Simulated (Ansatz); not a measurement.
Working through a rigid scan of one bond length of H6O2Si2, SMILES O[SiH](O)[SiH3]

Program: Ansatz's Python interface.

The cells in order, each with its output:

In [1]:
```python
import ansatz as az
import numpy as np
```

In [2]:
```python
BASIS_SET = "def2-SVP"
XC = "pbe0"

GEOMETRY = """
O    -1.28320    0.29510   -1.40310
Si    0.04010    0.54090   -0.51280
O     1.27210   -0.01710   -1.44360
Si   -0.02050   -0.54060    1.53870
H    -1.46640   -0.55750   -1.79370
H     0.25930    2.01060   -0.31850
H     1.63270    0.58500   -2.12560
H    -0.31480   -1.98630    1.32360
H    -1.20820    0.01690    2.39980
H     1.17210   -0.39820    2.33810
"""
```

In [3]:
```python
h6o2si2 = az.Crystal.molecule()
for line in GEOMETRY.strip().splitlines():
    symbol, *xyz = line.split()
    h6o2si2 = h6o2si2.atom(symbol, [float(v) for v in xyz])
```

In [4]:
```python
symbols = [site.symbol for site in h6o2si2.cartesian_sites]
start = np.array([site.position_ang for site in h6o2si2.cartesian_sites])
axis = (start[6] - start[2]) / np.linalg.norm(start[6] - start[2])
moving = [6]
lengths, energies = [0.861, 0.9, 0.939, 0.979, 1.018, 1.057, 1.096, 1.155], []
for length in lengths:
    xyz = start.copy()
    xyz[moving] += (length - np.linalg.norm(start[6] - start[2])) * axis
    point = az.Crystal.molecule()
    for symbol, xyz in zip(symbols, xyz):
        point = point.atom(symbol, xyz.tolist())
    setup = point.calculation()
    setup = setup.basis(gaussian=BASIS_SET)
    setup = setup.functional(XC)
    r = setup.run(threads=1, backend="cpu").report
    energies.append(r["free_energy_ev"])
    print(f"r = {length:6.3f} A  E = {energies[-1]:.5f} eV  <S^2> = {abs(r['mean_field']['state']['spin_squared']):.3f}")

# quartic fit about the minimum
fit = np.polynomial.Polynomial.fit(lengths, np.array(energies) - min(energies), 4).convert()
roots = [r.real for r in fit.deriv().roots() if abs(r.imag) < 1e-9 and fit.deriv(2)(r.real) > 0]
r_e = min(roots, key=lambda r: abs(r - lengths[int(np.argmin(energies))]))
print(f"minimum of the fit at {r_e:.4f} A, force constant {fit.deriv(2)(r_e):.2f} eV/A^2")
```
```text
r =  0.861 A  E = -19929.15543 eV  <S^2> = 0.000
r =  0.900 A  E = -19929.38212 eV  <S^2> = 0.000
r =  0.939 A  E = -19929.48333 eV  <S^2> = 0.000
r =  0.979 A  E = -19929.48729 eV  <S^2> = 0.000
r =  1.018 A  E = -19929.41702 eV  <S^2> = 0.000
r =  1.057 A  E = -19929.29151 eV  <S^2> = 0.000
r =  1.096 A  E = -19929.12471 eV  <S^2> = 0.000
r =  1.155 A  E = -19928.81759 eV  <S^2> = 0.000
minimum of the fit at 0.9603 A, force constant 54.92 eV/A^2
```

Notes:
- Total energies depend on the basis set; only differences at equal settings carry meaning.
- The rest of the molecule is held rigid at a force-field or estimated start geometry, and the basis set is modest; single-reference methods fail as a bond breaks.
- The orbitals are restricted, so S² is zero by construction.
- The whole script took 11 s on 1 thread of Intel(R) Xeon(R) 6975P-C (Granite Rapids) (shared host), peak memory 0.26 GiB.

(Lines on the test bed's own set-up are left out of the output.)
